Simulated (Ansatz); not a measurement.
# C2H5BrN2: up Jacob's ladder to CCSD(T)

An exercise on one series of results from a longer session: the logs are not shown, and one member is left open.

The runs use Ansatz 0.2.0, Gaussian basis; functionals in def2-TZVPP, the program's frozen cores in correlated methods.

The runs, in order: LDA (SPW92), PBE-D4, revPBE-D4, BLYP-D4, r2SCAN-D4, B97M-V, PBE0-D4, B3LYP-D4, r2SCANh-D4, r2SCAN0-D4, HSE06-D4, BHLYP-D4, CAM-B3LYP-D4, LC-ωPBE, ωB97X-V, ωB97M-V, B2PLYP, PBE-QIDH; CCSD(T)/def2-SVP; CCSD(T)/def2-TZVPP; MP2/def2-QZVPP; extrapolation to the limit; RPA on PBE.

## The relaxed structure

An earlier PBE0-D4 in a triple-zeta def2 set relaxation fixed the geometry.

SMILES `CNC(=N)Br`, 10 atoms, charge 0, spin multiplicity 1.

Atoms are counted from 1 here; the program's logs count them from 0.

Bond lengths: C1–N2 1.443 Å, C1–H6 1.094 Å, C1–H7 1.091 Å, C1–H8 1.089 Å, N2–C3 1.345 Å, N2–H9 1.002 Å, C3–N4 1.254 Å, C3–Br5 1.950 Å, N4–H10 1.010 Å. Angles: N2–C1–H6 111.8°, N2–C1–H7 109.9°, N2–C1–H8 108.6°, H6–C1–H7 107.9°, H6–C1–H8 109.4°, H7–C1–H8 109.1°, C1–N2–C3 120.2°, C1–N2–H9 120.0°, C3–N2–H9 118.0°, N2–C3–N4 125.0°, N2–C3–Br5 110.7°, N4–C3–Br5 124.3°, C3–N4–H10 114.3°.

As a file:

| atom | x (Å) | y (Å) | z (Å) |
| --- | --- | --- | --- |
| C1 | -0.75970 | -1.09643 | 0.39105 |
| N2 | -0.21175 | 0.22012 | 0.61056 |
| C3 | 0.60367 | 0.77539 | -0.30430 |
| N4 | 1.02493 | 0.20008 | -1.33556 |
| Br5 | 1.06886 | 2.60036 | 0.20267 |
| H6 | -1.42291 | -1.12048 | -0.47892 |
| H7 | 0.04635 | -1.81098 | 0.21911 |
| H8 | -1.31657 | -1.39289 | 1.27919 |
| H9 | -0.60968 | 0.81797 | 1.30964 |
| H10 | 1.65991 | 0.75585 | -1.89065 |

Set-up of the first run:

Input file in.yaml:

```yaml
crystal:
  periodic: [false, false, false]
  atoms:
    - {symbol: C, position_ang: [-0.759696, -1.096427, 0.391053]}
    - {symbol: N, position_ang: [-0.211754, 0.220118, 0.610563]}
    - {symbol: C, position_ang: [0.603667, 0.775395, -0.304298]}
    - {symbol: N, position_ang: [1.024926, 0.200079, -1.335563]}
    - {symbol: Br, position_ang: [1.068859, 2.600363, 0.202674]}
    - {symbol: H, position_ang: [-1.422911, -1.120481, -0.478919]}
    - {symbol: H, position_ang: [0.046348, -1.810975, 0.219114]}
    - {symbol: H, position_ang: [-1.316568, -1.392888, 1.279188]}
    - {symbol: H, position_ang: [-0.609678, 0.817971, 1.309644]}
    - {symbol: H, position_ang: [1.659906, 0.755846, -1.890655]}
basis:
  gaussian: {orbitals: def2-TZVPP}
hamiltonian: {xc: lda}
output: {orbitals: {seedname: orbitals}}
```

Launch:

```sh
$ ansatz run in.yaml --threads 4 --pin off --events-out ev --progress --plain --max-ram 10444MiB
```

Steps of the session up to this table: LDA; PBE-D4 (GGA); revPBE-D4 (GGA); BLYP-D4 (GGA); r2SCAN-D4 (meta-GGA); B97M-V (meta-GGA); PBE0-D4 (hybrid); B3LYP-D4 (hybrid); r2SCANh-D4 (hybrid); r2SCAN0-D4 (hybrid); HSE06-D4 (hybrid); BHLYP-D4 (hybrid); CAM-B3LYP-D4 (range-separated); LC-ωPBE (range-separated); ωB97X-V (range-separated); ωB97M-V (range-separated); B2PLYP (double hybrid); PBE-QIDH (double hybrid).

One table of the session follows, with a row left open; its other results are not shown here.

It belongs to the step «Orbital energies across the functionals». 

| functional | HOMO (eV) | gap (eV) |
| --- | --- | --- |
| LDA (SPW92) | -6.14 | 4.71 |
| PBE-D4 | -5.96 | 4.76 |
| revPBE-D4 | -5.89 | 4.78 |
| BLYP-D4 | -5.83 | 4.70 |
| r2SCAN-D4 | -6.22 | 5.24 |
| B97M-V | -6.26 | 5.36 |
| PBE0-D4 | -7.23 | 6.97 |
| B3LYP-D4 | -7.00 | 6.47 |
| r2SCANh-D4 | -6.69 | 6.06 |
| r2SCAN0-D4 | -7.41 | 7.30 |
| HSE06-D4 | ? | ? |
| BHLYP-D4 | -8.39 | 9.13 |
| CAM-B3LYP-D4 | -8.58 | 9.38 |
| LC-ωPBE | -9.91 | 11.94 |
| ωB97X-V | -9.56 | 11.48 |
| ωB97M-V | -9.48 | 11.23 |

Q: Estimate the row for HSE06-D4 from the others.

As computed: HOMO (eV): -6.82; gap (eV): 6.19. In the column «HOMO (eV)» it lies between B3LYP-D4 (-7.00) and r2SCANh-D4 (-6.69).
